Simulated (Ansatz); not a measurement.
**V in Ansatz: the effect of functional**

Sheet: V, a sheet with vacuum.

```xyz
1
Lattice="2.2955 0.0000 0.0000 0.0000 2.2955 0.0000 0.0000 0.0000 23.8000" Properties=species:S:1:pos:R:3 pbc="T T T"
V     1.1478    1.1478    7.0001
```

The cell was built by a generator and needn't be a form met in nature.

Alike in all runs:

- Program: Ansatz 0.2.0
- Task: single point
- Potentials or basis: all-electron LAPW, scalar-relativistic
- Basis error allowed: 0.002 eV/atom
- k mesh: 11 × 11 × 1
- Occupations: fermi-dirac, width 0.05 eV
- Spin: collinear spin, ferromagnetic start
- Starting moments: [2.0] μB

```tsv
functional	cutoff	work function (eV)
PBE	321 eV (chosen from the basis error)	?
LDA	320 eV (chosen from the basis error)	5.30
PBEsol	321 eV (chosen from the basis error)	5.14
```

Question: What does the run with functional PBE give?

Answer: Work function 5.03 eV.

Caveats: the starting moments weren't kept.
